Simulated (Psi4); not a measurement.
# BSiH3OF2 (SMILES FB(F)O[SiH3]): MP2/def2-SVP (density fitting with cc-pvqz-jkfit, density fitting for correlation, sweep point 5)

Aim: the vertical electron affinity of BSiH3OF2 at MP2/def2-SVP (density fitting with cc-pvqz-jkfit, density fitting for correlation, sweep point 5), from 2 runs. Input form: a Python script.

Program for the calculation: Psi4 1.11.

2 further runs of the same task are left out: 2 set aside as unsound or not needed. Runs told in other sessions of the task aren't counted.

### 1 The molecule

BSiH3OF2 has 8 atoms, charge 0, and is taken as a singlet. As SMILES, `FB(F)O[SiH3]`. The coordinates come from a PBE0-D4/def2-TZVP relaxation.

Bond lengths: F1–B2 1.319 Å, B2–F3 1.328 Å, B2–O4 1.339 Å, O4–Si5 1.661 Å, Si5–H6 1.483 Å, Si5–H7 1.479 Å, Si5–H8 1.483 Å. Angles: F1–B2–F3 117.6°, F1–B2–O4 120.5°, F3–B2–O4 121.9°, B2–O4–Si5 133.7°, O4–Si5–H6 109.6°, O4–Si5–H7 106.3°, O4–Si5–H8 109.6°, H6–Si5–H7 110.5°, H6–Si5–H8 110.2°, H7–Si5–H8 110.5°.

### 2 The energy at MP2/def2-SVP (density fitting with cc-pvqz-jkfit, density fitting for correlation, sweep point 5)

File bf2h3osi.py:

```python
import psi4

psi4.set_memory('1600 MB')
psi4.set_num_threads(1)
psi4.set_output_file('run.log', False)

m = psi4.geometry("""
0 1
F      1.644600    -1.936200     1.091800
B      0.585700    -1.261700     0.687700
F     -0.607700    -1.793900     0.922400
O      0.726600    -0.084400     0.064800
Si    -0.345100     1.014900    -0.568200
H     -1.234600     1.517600     0.506100
H      0.469500     2.116500    -1.124900
H     -1.146900     0.370000    -1.635500
symmetry c1
""")

psi4.set_options({
    'basis': 'def2-SVP',
    'puream': True,
    'scf_type': 'df',
    'num_frozen_docc': 9,
    'df_basis_scf': 'cc-pvqz-jkfit',
})

e, wfn = psi4.energy('mp2', return_wfn=True)
print(f'total energy {e:.8f} hartree = {e * 27.211386:.5f} eV')
```

The run is started by

```
python bf2h3osi.py
```

run.log, cut to the lines that bear on the results:

```text
[...]
  Running in c1 symmetry.
[...]
  Nuclear repulsion =  220.428958488731269
[...]
  Multiplicity = 1
[...]
  Nalpha       = 24
  Nbeta        = 24
[...]
    Number of basis functions: 89
[...]
   @DF-RHF iter   1:  -588.89549758227679   -1.08486e+00   5.78196e-03 DIIS/ADIIS
[...]
   @DF-RHF iter  11:  -589.00217336773926   -1.93268e-12   4.71225e-09 DIIS
[...]
    Orbital Energies [Eh]
    ---------------------
    Doubly Occupied:
       1A    -68.806453     2A    -26.310360     3A    -26.303082
       4A    -20.584561     5A     -7.758009     6A     -6.173019
       7A     -4.284644     8A     -4.283051     9A     -4.283038
      10A     -1.623336    11A     -1.589796    12A     -1.372102
      13A     -0.837648    14A     -0.802262    15A     -0.773571
      16A     -0.725830    17A     -0.707893    18A     -0.663875
      19A     -0.656161    20A     -0.641736    21A     -0.594269
      22A     -0.583375    23A     -0.489837    24A     -0.486157
[...]
  @DF-RHF Final Energy:  -589.00217336773926
   => Energetics <=
    Nuclear Repulsion Energy =            220.4289584887312685
    One-Electron Energy =               -1256.1941351965908780
    Two-Electron Energy =                 446.7630033401203491
    Total Energy =                       -589.0021733677392604
[...]
 Multipole Moments:
 ------------------------------------------------------------------------------------
     Multipole            Electronic (a.u.)      Nuclear  (a.u.)        Total (a.u.)
 ------------------------------------------------------------------------------------
 L = 1.  Multiply by 2.5417464519 to convert [e a0] to [Debye]
 Dipole X            :          2.9728736           -3.3328259           -0.3599523
 Dipole Y            :         -7.8842154            8.4967204            0.6125051
 Dipole Z            :          4.3382762           -4.6809431           -0.3426669
 Magnitude           :                                                    0.7887641
[...]
```

Standard output:

```text
total energy -589.72560166 hartree = -16047.25098 eV
```

Run time: 3.6 s. Hardware: 1 thread of AMD EPYC 7B13 (Zen 3), shared host; peak memory 0.25 GiB.

### 3 The doublet anion, same level

File run.py:

```python
import psi4

psi4.set_memory('1600 MB')
psi4.set_num_threads(1)
psi4.set_output_file('run.log', False)

geom = psi4.geometry("""
-1 2
F      1.644600    -1.936200     1.091800
B      0.585700    -1.261700     0.687700
F     -0.607700    -1.793900     0.922400
O      0.726600    -0.084400     0.064800
Si    -0.345100     1.014900    -0.568200
H     -1.234600     1.517600     0.506100
H      0.469500     2.116500    -1.124900
H     -1.146900     0.370000    -1.635500
symmetry c1
""")

psi4.set_options({
    'basis': 'def2-SVP',
    'reference': 'uhf',
    'puream': True,
    'scf_type': 'df',
    'num_frozen_docc': 9,
    'df_basis_scf': 'cc-pvqz-jkfit',
    'maxiter': 100,
})

e, wfn = psi4.energy('mp2', molecule=geom, return_wfn=True)
print(f'mp2 energy: {e:.10f} Eh')
for k, v in sorted(psi4.core.scalar_variables().items()):
    print(f'{k:45s} {v:18.10f}')
```

The run is started by

```
python run.py
```

run.log, cut to the lines that bear on the results:

```text
[...]
  Running in c1 symmetry.
[...]
  Nuclear repulsion =  220.428958488731269
[...]
  Multiplicity = 2
[...]
  Nalpha       = 25
  Nbeta        = 24
[...]
    Number of basis functions: 89
[...]
   @DF-UHF iter   1:  -588.73843102401622   -9.27798e-01   6.44390e-03 ADIIS/DIIS
[...]
   @DF-UHF iter  18:  -588.88070404373741   -4.20641e-12   6.12332e-09 DIIS
[...]
   @S^2 Observed:                7.569172733E-01
[...]
    Orbital Energies [Eh]
    ---------------------
    Alpha Occupied:
       1A    -68.555705     2A    -26.147454     3A    -26.139004
       4A    -20.364055     5A     -7.572353     6A     -5.918299
       7A     -4.032459     8A     -4.029179     9A     -4.029158
      10A     -1.462008    11A     -1.427606    12A     -1.162134
      13A     -0.661834    14A     -0.618968    15A     -0.600293
      16A     -0.562538    17A     -0.523187    18A     -0.504321
      19A     -0.494180    20A     -0.431016    21A     -0.376828
      22A     -0.372983    23A     -0.253390    24A     -0.248092
      25A      0.103608
    Alpha Virtual:
[...]
  @DF-UHF Final Energy:  -588.88070404373741
   => Energetics <=
    Nuclear Repulsion Energy =            220.4289584887312685
    One-Electron Energy =               -1265.8539411720823864
    Two-Electron Energy =                 456.5442786396137080
    Total Energy =                       -588.8807040437374098
  UHF NO Occupations:
  HONO-2 :   23  A 1.9994852
  HONO-1 :   24  A 1.9976519
  HONO-0 :   25  A 1.0000000
  LUNO+0 :   26  A 0.0023481
  LUNO+1 :   27  A 0.0005148
[...]
 Multipole Moments:
 ------------------------------------------------------------------------------------
     Multipole            Electronic (a.u.)      Nuclear  (a.u.)        Total (a.u.)
 ------------------------------------------------------------------------------------
 L = 1.  Multiply by 2.5417464519 to convert [e a0] to [Debye]
 Dipole X            :          4.1828386           -3.3328259            0.8500127
 Dipole Y            :        -10.5952272            8.4967204           -2.0985068
 Dipole Z            :          5.8382180           -4.6809431            1.1572749
 Magnitude           :                                                    2.5427421
[...]
```

Standard output:

```text
mp2 energy: -589.6207917102 Eh
CURRENT CORRELATION ENERGY                         -0.7400876665
CURRENT ENERGY                                   -589.6207917102
CURRENT REFERENCE ENERGY                         -588.8807040437
CUSTOM SCS-MP2 CORRELATION ENERGY                  -0.7183057151
CUSTOM SCS-MP2 TOTAL ENERGY                      -589.5990097589
DD SOLVATION ENERGY                                 0.0000000000
HF KINETIC ENERGY                                 588.5775605602
HF POTENTIAL ENERGY                             -1177.4582646040
HF TOTAL ENERGY                                  -588.8807040437
HF VIRIAL RATIO                                     2.0005150442
MP2 CORRELATION ENERGY                             -0.7400876665
MP2 DOUBLES ENERGY                                 -0.7400876665
MP2 OPPOSITE-SPIN CORRELATION ENERGY               -0.5441651842
MP2 SAME-SPIN CORRELATION ENERGY                   -0.1959224823
MP2 SINGLES ENERGY                                 -0.0000000000
MP2 TOTAL ENERGY                                 -589.6207917102
NUCLEAR REPULSION ENERGY                          220.4289584887
ONE-ELECTRON ENERGY                             -1265.8539411721
PCM POLARIZATION ENERGY                             0.0000000000
PE ENERGY                                           0.0000000000
SCF ITERATION ENERGY                             -588.8807040437
SCF ITERATIONS                                     18.0000000000
SCF TOTAL ENERGY                                 -588.8807040437
SCS-MP2 CORRELATION ENERGY                         -0.7183057151
SCS-MP2 TOTAL ENERGY                             -589.5990097589
TWO-ELECTRON ENERGY                               456.5442786396
```

It took 4.5 s on 1 thread of AMD EPYC 7B13 (Zen 3), shared host; peak memory 0.25 GiB.

### 4 Results

At MP2/def2-SVP (density fitting with cc-pvqz-jkfit, density fitting for correlation, sweep point 5), 9 core orbitals frozen:

| quantity | value |
| --- | --- |
| singlet BSiH3OF2: total energy | -589.72560 Eh |
| singlet BSiH3OF2: HOMO energy (Hartree–Fock orbitals) | -13.23 eV |
| singlet BSiH3OF2: LUMO energy (Hartree–Fock orbitals) | 3.73 eV |
| singlet BSiH3OF2: HOMO–LUMO gap (Hartree–Fock orbitals) | 16.96 eV |
| singlet BSiH3OF2: correlation energy (9 core orbitals frozen) | -723.4 mEh |
| doublet anion: total energy | -589.62079 Eh |
| doublet anion: HOMO energy (Hartree–Fock orbitals) (highest over α and β) | 2.82 eV |
| doublet anion: LUMO energy (Hartree–Fock orbitals) (lowest over α and β) | 9.52 eV |
| doublet anion: correlation energy (9 core orbitals frozen) | -740.1 mEh |
| doublet anion: ⟨S²⟩ of the reference determinant | 0.757 |
| vertical electron affinity (to the doublet anion) | -2.852 eV |

In words: The anion lies 2.85 eV (275 kJ/mol) above the neutral: the electron isn't bound at this level, and such a value depends on the basis. Without diffuse functions anions come out too high. The HOMO (doublet anion) lies at positive energy, 2.82 eV: the electron is unbound at this level or held by a compact basis; values depend on the basis.
